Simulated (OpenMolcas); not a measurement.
# Cr²⁺ among point charges: CASSCF and CASPT2 levels and susceptibility

How does a field of 6 point charges split the states of Cr²⁺, and what χT follows?

Program: OpenMolcas 26.06. Level of theory: state-averaged CASSCF and CASPT2, spin-orbit coupling by RASSI with atomic mean-field integrals. These are calculated values, not measurements, unless marked.

### 1 The system

* Species: Cr²⁺ (chromium, Z = 24, 22 electrons)
* Basis: ANO-RCC-VDZP [5s4p2d1f], 34 functions
* Scalar Hamiltonian: DKH2, point nucleus
* Inactive shells: 1s 2s 2p 3s 3p
* Active space: 4 electrons in 5 orbitals (3d)
* Some configurations of this space: 3d⁴
* Orbitals: optimised for each spin and parity, averaged over all roots

Outer shells as boxes (Hund's rule):

3d4
```
3d [↑ ][↑ ][↑ ][↑ ][  ]
```

The ion sits among 6 point charges of -2 e arranged as an octahedron (Oh), 2.09 Å from the ion.

The work runs as a chain of OpenMolcas steps in one folder; each step below is one input file. Labels, J, g values, rates, χT and fits are worked out afterwards by a script from the matrices that RASSI stores. The input lists half of the charges; inversion (Group=XYZ) makes the rest.

### 2 One- and two-electron integrals

Contents of a.inp:

```
&GATEWAY
Coord
1

Cr 0.0 0.0 0.0
Basis=ANO-RCC-VDZP
Group=XYZ
NoMove
AngMom=0.0 0.0 0.0
AMFI
XField
3 Angstrom 0
2.090000 0.000000 0.000000 -2.000000
0.000000 2.090000 0.000000 -2.000000
0.000000 0.000000 2.090000 -2.000000
&SEWARD
```

On the command line:

```console
OMP_NUM_THREADS=1 MOLCAS_MEM=1689 MOLCAS_PROJECT=a pymolcas a.inp > a.log
```

### 3 Reference wave functions, quintets of even parity, 5 roots

Contents of a.inp:

```
&RASSCF
FileOrb=start.orb
Symmetry=1
Spin=5
nActEl=4 0 0
Inactive=3 6
Ras2=5 0
CIRoot=5 5 1
SDav=5
CIMx=300
Iter=120 100
PrWF=0.3
OrbListing=Nothing
MaxOrb=0
>>> COPY $Project.JobIph JOB001
```

start.orb holds the contracted functions of the basis, ordered by shell, or the orbitals of the step before.

### 4 CASSCF: triplets of even parity, 45 roots

Contents of a.inp:

```
&RASSCF
FileOrb=start.orb
Symmetry=1
Spin=3
nActEl=4 0 0
Inactive=3 6
Ras2=5 0
CIRoot=45 45 1
SDav=45
CIMx=300
Iter=120 100
PrWF=0.3
OrbListing=Nothing
MaxOrb=0
>>> COPY $Project.JobIph JOB002
```

### 5 Reference wave functions, singlets of even parity, 50 roots

Contents of a.inp:

```
&RASSCF
FileOrb=start.orb
Symmetry=1
Spin=1
nActEl=4 0 0
Inactive=3 6
Ras2=5 0
CIRoot=50 50 1
SDav=50
CIMx=300
Iter=120 100
PrWF=0.3
OrbListing=Nothing
MaxOrb=0
>>> COPY $Project.JobIph JOB003
```

### 6 State interaction with spin-orbit coupling

Contents of a.inp:

```
&RASSI
NrOfJobIphs=3 5 45 50
1 2 3 4 5
1 2 3 4 5 6 7 8 9 10 11 12 13 14 15 16 17 18 19 20 21 22 23 24 25 26 27
28 29 30 31 32 33 34 35 36 37 38 39 40 41 42 43 44 45
1 2 3 4 5 6 7 8 9 10 11 12 13 14 15 16 17 18 19 20 21 22 23 24 25 26 27
28 29 30 31 32 33 34 35 36 37 38 39 40 41 42 43 44 45 46 47 48 49 50
IphNames
JOB001
JOB002
JOB003
EJob
SpinOrbit
DIPRint=1.0
SOCoupling=1000.0
Subsets=2
Property=9
'ANGMOM' 1 'ANGMOM' 2 'ANGMOM' 3 'MLTPL  1' 1 'MLTPL  1' 2 'MLTPL  1' 3
'AMFI' 1 'AMFI' 2 'AMFI' 3
SOProperty=3
'ANGMOM' 1 'ANGMOM' 2 'ANGMOM' 3
```

### 7 CASPT2: IPEA 0.25, imaginary shift 0.1 (closed shells correlated: 3s 3p)

Contents of a.inp:

```
>>> COPY JOB001 $Project.JobIph
&CASPT2
Multistate=5 1 2 3 4 5
NoMult
Frozen=2 3
IPEA=0.25
Imaginary=0.1
MaxIter=60
WThr=0.0 0.3 0.05
PrWF=0.5
NoMix
>>> COPY JOB002 $Project.JobIph
&CASPT2
Multistate=45 1 2 3 4 5 6 7 8 9 10 11 12 13 14 15 16 17 18 19 20 21 22
23 24 25 26 27 28 29 30 31 32 33 34 35 36 37 38 39 40 41 42 43 44 45
NoMult
Frozen=2 3
IPEA=0.25
Imaginary=0.1
MaxIter=60
WThr=0.0 0.3 0.05
PrWF=0.5
NoMix
>>> COPY JOB003 $Project.JobIph
&CASPT2
Multistate=50 1 2 3 4 5 6 7 8 9 10 11 12 13 14 15 16 17 18 19 20 21 22
23 24 25 26 27 28 29 30 31 32 33 34 35 36 37 38 39 40 41 42 43 44 45 46
47 48 49 50
NoMult
Frozen=2 3
IPEA=0.25
Imaginary=0.1
MaxIter=60
WThr=0.0 0.3 0.05
PrWF=0.5
NoMix
```

(Steps that only read results are left out.)

**Question.** What will these runs give? Wanted: spin-free ground state; first state of the same spin within the active space; lowest level; next level.

**Answer**, as computed:

| quantity | value |
| --- | --- |
| method | SS-CASPT2, IPEA 0.25, imaginary shift 0.1 (closed shells correlated: 3s 3p) |
| spin-free ground state | 5E, 2-fold in its orbital part |
| first state of the same spin within the active space | 5T2 at 7220 cm⁻¹ |
| lowest level | 1-fold A1 |
| next level | 6.5 cm⁻¹ |
| χT at 300 K | 2.94 cm³ K/mol |
| effective moment at 300 K | 4.85 μB |

Cost by method:

```csv
method,time of its own steps,time with the reference
A. CASSCF,24 s,24 s
"B. SS-CASPT2, IPEA 0.25, imaginary shift 0.1, +3s 3p",7.9 s,32 s
```

Times are of one thread on a shared host.

The spin-free ground state (5E) comes to 100 % from free-ion D terms and keeps the highest spin of the shell. χT at 300 K is 2.94, against 3.01 cm³ K/mol for the spin alone; near agreement at one temperature doesn't show that the orbital moment is quenched. An active space of the d shell alone favours high spin; real ions in strong fields can be low spin. A ligand-field fit to the states below 45000 cm-1 gives 10Dq = 7289 cm-1, B = 851 cm-1 and C = 3321 cm-1 (C/B = 3.90), with a deviation of 759 cm-1. CASPT2 does not keep the components of a term degenerate, and the means are used. An orbital doublet at a regular site is open to a Jahn-Teller distortion, which this geometry leaves out. The field of point charges can differ much from that of real complexes. With metal d orbitals alone active, the gaps between spin states are rough; where two lie within a few thousand cm-1, their order is open. This is an electrostatic model: the charges have no orbitals.
